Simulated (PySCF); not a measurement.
# C3H8O2Si: electronic excitations and core binding energies

Wanted: the electronic excitations and core binding energies of C3H8O2Si (`C=C(C)[SiH](O)O`), by calculation.

Computed with PySCF 2.14.0, with density-fitted response routines of our own, on a single molecule in the gas phase. Atoms are numbered from 0 throughout.

## 1. The starting structure

14 atoms, charge 0, multiplicity 1; geometry from: GFN2-xTB.

Bonds of the start (Å): C0–C1 1.33, C1–C2 1.50, C1–Si3 1.89, Si3–O4 1.63, Si3–O5 1.62, C0–H6 1.08, C0–H7 1.08, C2–H8 1.09, C2–H9 1.09, C2–H10 1.09, Si3–H11 1.47, O4–H12 0.95, O5–H13 0.95.

## 2. Excited states and response: CAM-B3LYP/def2-SVPD

What the job is given:

```
{"job": {"kind": "uv", "xc": "CAM-B3LYP", "basis": "def2-SVPD", "nstates": 8, "ntriplets": 3}, "charge": 0, "multiplicity": 1}
C     -0.609000     1.510568    -0.745286
C     -0.532955     0.309406    -0.187705
C     -1.716933    -0.607315    -0.167206
Si     1.033026    -0.355669     0.628138
O      2.358289     0.563506     0.367400
O      1.341428    -1.788600    -0.066052
H      0.231202     2.185607    -0.774544
H     -1.514739     1.872287    -1.210553
H     -1.452011    -1.551252    -0.639136
H     -2.570840    -0.173681    -0.684214
H     -1.998121    -0.826234     0.861787
H      0.846847    -0.520955     2.073293
H      2.343792     1.489329     0.585875
H      2.239337    -2.107471    -0.098812
```

Level: TDDFT CAM-B3LYP/def2-SVPD, vertical, gas phase, core orbitals frozen in the response.

Command:

```bash
> OMP_NUM_THREADS=1 python probes_run.py task.json out
```

One launch serves the whole session: the jobs run in the order shown.

**Question.** This job is followed by: delta-SCF UKS SCAN, pcX-2 on the ionised atom, pcseg-1 elsewhere, spin-free X2C. Predict these results of the whole session: lowest singlet (CAM-B3LYP/def2-SVPD); brightest single state of those computed; lowest triplet; surface potential, 1st and 99th percentile; C1s binding energies, SCAN/pcX-2; Si1s binding energies, SCAN/pcX-2; Si2p binding energies, SCAN/pcX-2; O1s binding energies, SCAN/pcX-2.

**Answer**, as computed:

| quantity | value |
| --- | --- |
| lowest singlet (CAM-B3LYP/def2-SVPD) | 6.61 eV (188 nm), f = 0.009 |
| brightest single state of those computed | state 3, 7.12 eV, f = 0.247 |
| lowest triplet | 4.29 eV |
| surface potential, 1st and 99th percentile | -1.23 V and 2.42 V |
| C1s binding energies, SCAN/pcX-2 | C2 290.57, C0 290.05, C1 290.03 eV |
| Si1s binding energies, SCAN/pcX-2 | Si3 1847.42 eV |
| Si2p binding energies, SCAN/pcX-2 | Si3 107.56 eV |
| O1s binding energies, SCAN/pcX-2 | O4 538.64 eV |

In words: The lowest singlet, at 6.61 eV, is HOMO−1→LUMO 0.54, HOMO−1→LUMO+1 0.29 and is weak; of the 8 states computed, the strongest absorption comes from state 3 at 7.12 eV. The lowest triplet lies 2.31 eV below the lowest singlet (triplets in Tamm-Dancoff, singlets in full TDDFT). C2 (allylic methyl carbon) binds its C1s electron 0.54 eV more tightly than C1 (fully substituted alkene carbon).
